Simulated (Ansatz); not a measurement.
# CH₄F₂GeOSe: one species, many methods

One table from this session's results is given with a row withheld; the runs are named, their logs left out.

Computed with Ansatz 0.2.0, Gaussian basis. Level: functionals in def2-TZVPP, the program's frozen cores in correlated methods.

The runs, in order: PBE-D4, r2SCAN-D4, PBE0-D4, B3LYP-D4, ωB97X-V, ωB97M-V, B2PLYP; CCSD(T)/def2-TZVPP; MP2/def2-QZVPP; extrapolation to the limit.

### The geometry

All runs share one geometry, relaxed beforehand with PBE0-D4 in a triple-zeta def2 set.

SMILES `C[O][Ge]([F])([F])[SeH]`, 10 atoms, charge 0, spin multiplicity 1.

Atoms are counted from 1 here; the program's logs count them from 0.

Bond lengths: C1–O2 1.419 Å, C1–H7 1.094 Å, C1–H8 1.090 Å, C1–H9 1.095 Å, O2–Ge3 1.740 Å, Ge3–F4 1.723 Å, Ge3–F5 1.711 Å, Ge3–Se6 2.318 Å, Se6–H10 1.469 Å. Angles: O2–C1–H7 111.2°, O2–C1–H8 107.1°, O2–C1–H9 112.0°, H7–C1–H8 108.9°, H7–C1–H9 108.9°, H8–C1–H9 108.6°, C1–O2–Ge3 120.6°, O2–Ge3–F4 110.6°, O2–Ge3–F5 104.2°, O2–Ge3–Se6 114.4°, F4–Ge3–F5 105.3°, F4–Ge3–Se6 108.5°, F5–Ge3–Se6 113.5°, Ge3–Se6–H10 89.6°.

Geometry (Å):

```xyz
10
CH4F2GeOSe
C     0.9321   -1.1599   -0.8419
O     1.1934   -0.0649    0.0219
Ge   -0.1140    0.7826    0.7966
F    -0.9772   -0.2706    1.8527
F     0.6655    1.9092    1.8219
Se   -1.6241    1.7549   -0.6685
H     0.5785   -2.0305   -0.2821
H     1.8730   -1.4132   -1.3313
H     0.1943   -0.9082   -1.6113
H    -2.7216    1.4007    0.2419
```

Set-up of the first run:

File in.yaml:

```yaml
crystal:
  periodic: [false, false, false]
  atoms:
    - {symbol: C, position_ang: [0.932071, -1.159934, -0.841860]}
    - {symbol: O, position_ang: [1.193436, -0.064915, 0.021891]}
    - {symbol: Ge, position_ang: [-0.113968, 0.782587, 0.796605]}
    - {symbol: F, position_ang: [-0.977231, -0.270609, 1.852669]}
    - {symbol: F, position_ang: [0.665513, 1.909194, 1.821900]}
    - {symbol: Se, position_ang: [-1.624103, 1.754863, -0.668500]}
    - {symbol: H, position_ang: [0.578496, -2.030509, -0.282083]}
    - {symbol: H, position_ang: [1.873046, -1.413167, -1.331305]}
    - {symbol: H, position_ang: [0.194302, -0.908210, -1.611265]}
    - {symbol: H, position_ang: [-2.721551, 1.400689, 0.241938]}
basis:
  gaussian: {orbitals: def2-TZVPP}
hamiltonian: {xc: pbe, dispersion: d4}
output: {forces: true, orbitals: {seedname: orbitals}}
```

Launch:

```sh
ansatz run in.yaml --threads 2 --pin off --events-out ev --progress --plain --max-ram 32768MiB --backend cuda --devices 0, --max-vram 18GiB
```

Steps of the session up to this table: PBE-D4 (GGA); r2SCAN-D4 (meta-GGA); PBE0-D4 (hybrid); B3LYP-D4 (hybrid); ωB97X-V (range-separated); ωB97M-V (range-separated); B2PLYP (double hybrid); CCSD(T) in def2-TZVPP; MP2 in def2-QZVPP.

One of the session's tables, all rows but one given; the rest of the session is left out.

It belongs to the step «Atomisation energies». 

```
            method  atomisation energy (kJ/mol)
            PBE-D4                       3643.3
         r2SCAN-D4                       3585.0
           PBE0-D4                       3540.3
          B3LYP-D4                       3535.3
           ωB97X-V                       3583.1
           ωB97M-V                       3552.2
            B2PLYP                       3520.0
     HF/def2-TZVPP                       2471.5
    MP2/def2-TZVPP                            ?
   CCSD/def2-TZVPP                       3423.8
CCSD(T)/def2-TZVPP                       3492.8
           MP2/CBS                       3692.7
       CCSD(T)/CBS                       3588.1
```

Q: Estimate the row for MP2/def2-TZVPP from the others.

As computed: atomisation energy (kJ/mol): 3597.4. In the column «atomisation energy (kJ/mol)» it lies between CCSD(T)/CBS (3588.1) and PBE-D4 (3643.3).

Caveats from the session: Free atoms (1 C, 1 O, 1 Ge, 2 F, 1 Se, 4 H) were run apart at each level; the atomisation energy is their sum less the molecule, without zero-point or spin-orbit terms.
